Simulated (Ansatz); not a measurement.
# InPF₆: a ladder of functionals and wavefunction methods

An exercise on one series of results from a longer session: the logs are not shown, and one member is left open.

Computed with Ansatz 0.2.0, Gaussian basis. Level: functionals in def2-TZVPP, the program's frozen cores in correlated methods.

Plan: LDA (SPW92), PBE-D4, revPBE-D4, BLYP-D4, r2SCAN-D4, B97M-V, PBE0-D4, B3LYP-D4, r2SCANh-D4, r2SCAN0-D4, HSE06-D4, BHLYP-D4, CAM-B3LYP-D4, LC-ωPBE, ωB97X-V, ωB97M-V, B2PLYP, PBE-QIDH; CCSD(T)/def2-SVP; MP2/def2-TZVPP; MP2/def2-QZVPP; RPA on PBE.

## The geometry

All runs share one geometry, relaxed beforehand with PBE0-D4 in a triple-zeta def2 set. In takes the def2 core potential; no spin-orbit term is included.

8 atoms, charge 0, spin multiplicity 1.

Atoms are counted from 1 here; the program's logs count them from 0.

Bond lengths: F1–P2 1.543 Å, P2–F3 1.543 Å, P2–F4 1.543 Å, P2–In5 2.790 Å, In5–F6 1.935 Å, In5–F7 1.935 Å, In5–F8 1.935 Å. Angles: F1–P2–F3 100.7°, F1–P2–F4 100.7°, F1–P2–In5 117.1°, F3–P2–F4 100.7°, F3–P2–In5 117.3°, F4–P2–In5 117.3°, P2–In5–F6 94.5°, P2–In5–F7 94.9°, P2–In5–F8 94.6°, F6–In5–F7 119.4°, F6–In5–F8 119.3°, F7–In5–F8 119.4°.

As a file:

```
atom     x (Å)     y (Å)     z (Å)
  F1   0.66566  -1.53361   1.63346
  P2   0.79739  -0.84257   0.26070
  F3   0.86342  -2.06937  -0.67213
  F4   2.28235  -0.42604   0.29115
 In5  -1.07313   1.13463  -0.35320
  F6  -0.60206   2.25975   1.14922
  F7  -0.33470   1.52426  -2.09878
  F8  -2.59893  -0.04705  -0.21041
```

Set-up of the first run:

in.yaml

```yaml
crystal:
  periodic: [false, false, false]
  atoms:
    - {symbol: F, position_ang: [0.665662, -1.533606, 1.633459]}
    - {symbol: P, position_ang: [0.797391, -0.842571, 0.260699]}
    - {symbol: F, position_ang: [0.863415, -2.069368, -0.672131]}
    - {symbol: F, position_ang: [2.282349, -0.426043, 0.291148]}
    - {symbol: In, position_ang: [-1.073131, 1.134634, -0.353204]}
    - {symbol: F, position_ang: [-0.602065, 2.259745, 1.149218]}
    - {symbol: F, position_ang: [-0.334705, 1.524263, -2.098784]}
    - {symbol: F, position_ang: [-2.598927, -0.047054, -0.210405]}
basis:
  gaussian: {orbitals: def2-TZVPP}
hamiltonian: {xc: lda}
output: {orbitals: {seedname: orbitals}}
```

Launch:

```
ansatz run in.yaml --threads 4 --pin off --events-out ev --progress --plain --max-ram 11315MiB
```

Steps of the session up to this table: LDA; PBE-D4 (GGA); revPBE-D4 (GGA); BLYP-D4 (GGA); r2SCAN-D4 (meta-GGA); B97M-V (meta-GGA); B3LYP-D4 (hybrid); r2SCANh-D4 (hybrid); r2SCAN0-D4 (hybrid); HSE06-D4 (hybrid); BHLYP-D4 (hybrid); CAM-B3LYP-D4 (range-separated); LC-ωPBE (range-separated); ωB97X-V (range-separated); ωB97M-V (range-separated); B2PLYP (double hybrid); PBE-QIDH (double hybrid).

One table of the session follows, with a row left open; its other results are not shown here.

It belongs to the step «Orbital energies across the functionals». 

```
  functional  HOMO (eV)  LUMO (eV)  gap (eV)
 LDA (SPW92)      -8.94      -3.82      5.12
      PBE-D4      -8.63      -3.39      5.24
   revPBE-D4      -8.52      -3.22      5.30
     BLYP-D4      -8.60      -3.41      5.18
   r2SCAN-D4          ?          ?         ?
      B97M-V      -9.19      -3.23      5.96
     PBE0-D4     -10.52      -2.45      8.06
    B3LYP-D4     -10.29      -2.86      7.43
  r2SCANh-D4      -9.82      -2.80      7.02
  r2SCAN0-D4     -10.81      -2.30      8.51
    HSE06-D4     -10.11      -2.83      7.28
    BHLYP-D4     -12.20      -1.62     10.58
CAM-B3LYP-D4     -12.01      -1.54     10.47
     LC-ωPBE     -13.23      -0.09     13.14
     ωB97X-V     -12.91      -0.26     12.65
     ωB97M-V     -12.82      -0.47     12.35
```

Q: Estimate the row for r2SCAN-D4 from the others.

Worked estimate for «HOMO (eV)». Against the share of exact exchange, r2SCANh-D4 (0.1, -9.82), r2SCAN0-D4 (0.25, -10.81) give a slope of -6.60 per unit share; at 0 the line stands at -9.16.

As computed: HOMO (eV): -9.08; LUMO (eV): -3.13; gap (eV): 5.95. In «HOMO (eV)» the line misses by -0.08.
